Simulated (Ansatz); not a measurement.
# CH6BFGe: the cost of one run

Method: RKS r2SCAN/def2-SVP, in Ansatz 0.2.0.

## (1) The system as given

Bond lengths: B1–Ge2 1.961 Å, Ge2–C3 1.919 Å, Ge2–F4 1.690 Å, B1–H5 1.241 Å, B1–H6 1.199 Å, Ge2–H7 1.567 Å, C3–H8 1.123 Å, C3–H9 1.129 Å, C3–H10 1.143 Å. Angles (14 of 15 angles, heavy atoms first): B1–Ge2–C3 108.4°, B1–Ge2–F4 111.9°, C3–Ge2–F4 108.8°, B1–Ge2–H7 109.2°, C3–Ge2–H7 109.2°, F4–Ge2–H7 109.2°, Ge2–B1–H5 120.3°, Ge2–B1–H6 124.3°, Ge2–C3–H8 110.8°, Ge2–C3–H9 113.0°, Ge2–C3–H10 111.0°, H5–B1–H6 115.4°, H8–C3–H9 111.2°, H8–C3–H10 104.6°.

Structure file:

```xyz
10

B    -0.7904    1.4845   -0.5445
Ge   -0.1119   -0.3509   -0.6681
C     0.7118   -0.8075    1.0043
F    -1.3472   -1.4588   -0.9885
H    -1.3960    1.9936   -1.5011
H    -0.7074    2.1713    0.4351
H     0.9599   -0.4288   -1.8083
H     1.1852   -1.8241    0.9517
H     0.0034   -0.7319    1.8800
H     1.5758   -0.0985    1.2424
```

## (2) End point A

File input.yaml:

```yaml
crystal:
  periodic: [false, false, false]
  atoms:
    - { symbol: B, position_ang: [-0.7904, 1.4845, -0.5445] }
    - { symbol: Ge, position_ang: [-0.1119, -0.3509, -0.6681] }
    - { symbol: C, position_ang: [0.7118, -0.8075, 1.0043] }
    - { symbol: F, position_ang: [-1.3472, -1.4588, -0.9885] }
    - { symbol: H, position_ang: [-1.396, 1.9936, -1.5011] }
    - { symbol: H, position_ang: [-0.7074, 2.1713, 0.4351] }
    - { symbol: H, position_ang: [0.9599, -0.4288, -1.8083] }
    - { symbol: H, position_ang: [1.1852, -1.8241, 0.9517] }
    - { symbol: H, position_ang: [0.0034, -0.7319, 1.88] }
    - { symbol: H, position_ang: [1.5758, -0.0985, 1.2424] }
basis:
  gaussian: { orbitals: def2-SVP }
hamiltonian:
  xc: r2scan
relax:
  f_tol: 0.015
  max_steps: 40
output:
  orbitals: {}
```

The run is started by

```console
$ ansatz run input.yaml --threads 2 --pin off --max-ram 3072MiB --backend cpu --events-out ev --progress --plain --runs-dir out
```

Q: Estimate wall time and peak memory on 2 threads of Intel Xeon 6975P-C (Granite Rapids), shared host.

About 27 s, with a peak of 0.18 GiB.
